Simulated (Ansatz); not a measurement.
The system is NaLaMnMoO6.

```
Na La Mn Mo O
1.0
     4.72242   -2.73688    0.00204
     4.72242    2.73688    0.00204
    -3.17796    0.00000    4.47000
Na La Mn Mo O
1 1 1 1 6
Direct
  0.25021 0.25021 0.74459
  0.75117 0.75117 0.25707
  0.49918 0.49918 0.49917
  0.00110 0.00110 0.00114
  0.28503 0.78106 0.28520
  0.78106 0.28503 0.28520
  0.25187 0.25187 0.18775
  0.74777 0.74777 0.81124
  0.21883 0.71407 0.71525
  0.71407 0.21883 0.71525
```

The cell was built by a generator and needn't be a form met in nature.

Base run:

```yaml
Program: Ansatz 0.2.0
Functional: revPBE
Potentials_or_basis: Ansatz PAW
Cutoff: 420 eV
Density_cutoff: 1680 eV
k_mesh: 6 × 6 × 6
Occupations: fermi-dirac, width 0.05 eV
Spin: collinear spin, ferromagnetic start
Starting_moments: "[0.0, 0.0, 4.0, 1.0, 0.0, 0.0, 0.0, 0.0, 0.0, 0.0] μB"
```

Its results: band gap on the k mesh none (metal or under the smearing width); pressure 3.9 GPa; net moment 2.03 μB per cell; site moments Na +0.00; La -0.01; Mn +2.30; Mo -0.38; O +0.01, +0.02 μB; largest force 0.147 eV/Å.

Problem. After a change of settings the same cell gave: band gap on the k mesh none (metal or under the smearing width); pressure -6.3 GPa; net moment 2.03 μB per cell; site moments Na +0.00; La -0.01; Mn +2.23; Mo -0.33; O +0.01, +0.02 μB; largest force 0.177 eV/Å. Which change was it?
A. functional from revPBE to r2SCAN; cutoff from 420 eV to 500 eV; density cutoff from 1680 eV to 2000 eV
B. functional from revPBE to PBE
C. functional from revPBE to PBE; potentials or basis from Ansatz PAW to JTH PAW; cutoff from 420 eV to 1800 eV; density cutoff from 1680 eV to 7200 eV
D. functional from revPBE to PBEsol

Solution. D.

PBEsol binds more tightly than revPBE, so the same cell stands under less pressure.

Caveats: a cell with one magnetic atom can't hold antiferromagnetic order, which such compounds often take; semilocal functionals often make such compounds metallic where correlation or magnetic order opens a gap, which also shifts bond lengths; the PAW data sets come from PBE, with cores solved anew for the run's functional, which leaves a small shift of forces and pressure; the potentials were made for another functional, which shifts forces and pressure (some runs).

Not every run made on this cell is shown here.
